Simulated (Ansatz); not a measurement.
MgS, space group F-43m, a phonon calculation by finite displacements

Run with the Ansatz DFT code, driven from Python.

`phonons.py`:
```python
from pathlib import Path

import ansatz as az
import numpy as np


def main() -> None:
    vectors = np.array([
        [0.0, 2.83312, 2.83312],
        [2.83312, 0.0, 2.83312],
        [2.83312, 2.83312, 0.0],
    ])
    cell = (
        az.Lattice.of(vectors)
        .atom('Mg', (0.0, 0.0, 0.0))
        .atom('S', (0.75, 0.75, 0.75))
    )

    base = (
        cell.calculation()
        .functional('r2scan')
        .occupations('Fermi-Dirac')
        .kpoints(6, 6, 6)
        .phonons('fd', supercell=2, temperatures=(0, 500, 50))
    )
    outcome = base.run(threads=1, backend='cpu', runs_dir='runs')
    folder = Path(outcome.output_folder) / 'results'
    ph = outcome.phonons

    print('modes at Gamma (1/cm):', np.round(ph.gamma_omega_inv_cm, 1) + 0.0)
    print(f'{ph.n_members} displaced supercells, sum-rule residual {ph.asr_residual_pre_ev_ang2:.1e} eV/A^2')
    sums = ph.harmonic_sums
    print(f'zero-point energy {1000 * sums.zero_point_energy_ev:.2f} meV per cell')
    t, f_vib = np.asarray(sums.temperatures_k), np.asarray(sums.vibrational_free_energy_ev)
    for temperature, value in zip(t, f_vib):
        print(f'T = {temperature:6.0f} K   F_vib = {1000 * value:9.2f} meV per cell')


if __name__ == '__main__':
    main()
```

```console
$ python phonons.py
DeckWarning: basis.ecutwfc = 500 eV, auto-derived from the records' recommended cutoffs: set by Mg (their level for a meta-GGA)
modes at Gamma (1/cm): [  0.    0.    0.  334.7 334.7 334.7]
2 displaced supercells, sum-rule residual 5.1e-04 eV/A^2
zero-point energy 91.89 meV per cell
T =      0 K   F_vib =     91.89 meV per cell
T =     50 K   F_vib =     91.35 meV per cell
T =    100 K   F_vib =     87.06 meV per cell
T =    150 K   F_vib =     77.41 meV per cell
T =    200 K   F_vib =     62.35 meV per cell
T =    250 K   F_vib =     42.41 meV per cell
T =    300 K   F_vib =     18.15 meV per cell
T =    350 K   F_vib =     -9.89 meV per cell
T =    400 K   F_vib =    -41.30 meV per cell
T =    450 K   F_vib =    -75.70 meV per cell
T =    500 K   F_vib =   -112.82 meV per cell
```
(Warnings from the package without file and line.)

Caveats:
- The cell isn't relaxed first, so the values belong to this volume.
- The k-point mesh is coarse, and energy and stress weren't tested for convergence.
- A negative frequency stands for an imaginary mode.
- No non-analytic term is added, so at the zone centre the longitudinal optical modes of a polar crystal aren't split off.
- This cell is a computed structure, which may not be the phase found in nature.
- The structure is taken as given and the supercell is small; imaginary modes can come from an unrelaxed or unstable start.
- Run time: 4.1 min on 1 thread of Arm Neoverse V2, with other jobs on the host, peak memory 2.4 GiB.
